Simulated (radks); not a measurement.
# Pt²⁶⁺ in [Ar] 3d10 4s2 4p5 4d10 4f6 5d1: an all-electron calculation

The task here is to estimate one member of a computed series from the others.

Program: radks (a radial shooting solver on a logarithmic mesh, Libxc functionals) version 1. Level of theory: Dirac Kohn-Sham, exchange-only PBE, spin-unpolarised, spherical densities, finite nucleus; open shells are shared between the two j in proportion to 2j + 1. These are calculated values, not measurements, unless marked.

## The atom as given

* element: platinum (Z = 78)
* charge: +26
* electrons: 52
* configuration: [Ar] 3d10 4s2 4p5 4d10 4f6 5d1
* nuclear rms radius: 5.427 fm

Outer shells as boxes (Hund's rule):

Pt²⁶⁺
```
[Ar] core
3d [↑↓][↑↓][↑↓][↑↓][↑↓]
4s [↑↓]
4p [↑↓][↑↓][↑ ]
4d [↑↓][↑↓][↑↓][↑↓][↑↓]
4f [↑ ][↑ ][↑ ][↑ ][↑ ][↑ ][  ]
5d [↑ ][  ][  ][  ][  ]
```

Set-up of the first run:

Input:

```text
Z 78
configuration [Ar] 3d10 4s2 4p5 4d10 4f6 5d1
relativity Dirac
functional pbe,
spin unpolarised
j_filling average
nucleus finite rms 5.427 fm
c 137.035999084
```

Started as:

```
> python run_ks.py task.json out
```

This one command runs every case of the session in turn.

One table of the session follows, with a row left open; its other results are not shown here.

It belongs to the step «Orbitals and density». From the orbitals of this run (lengths in bohr):

```
level      <r>  outermost maximum (interpolated)  90 % within  nodes
1s1/2  0.01715                            0.0106       0.0313      0
2s1/2  0.07170                            0.0614        0.112      1
2p1/2  0.05906                            0.0453       0.0984      0
2p3/2  0.06749                            0.0526        0.110      0
3s1/2   0.1862                             0.173        0.274      2
3p1/2   0.1764                             0.161        0.265      1
3p3/2   0.1917                             0.176        0.287      1
3d3/2   0.1671                             0.137        0.260      0
3d5/2   0.1717                             0.141        0.266      0
4s1/2   0.4001                             0.383        0.570      3
4p1/2        ?                                 ?            ?      ?
4p3/2   0.4278                             0.408        0.615      2
4d3/2   0.4254                             0.397        0.626      1
4d5/2   0.4337                             0.405        0.637      1
4f5/2   0.4178                             0.348        0.636      0
4f7/2   0.4214                             0.351        0.641      0
5d3/2   0.8471                             0.843         1.20      2
5d5/2   0.8581                             0.855         1.21      2
```

**Question.** Estimate the row for 4p1/2.

**Answer.** <r>: 0.3999; outermost maximum (interpolated): 0.381; 90 % within: 0.577; nodes: 2. In the column «<r>» it lies between 3p3/2 (0.1917) and 4s1/2 (0.4001).
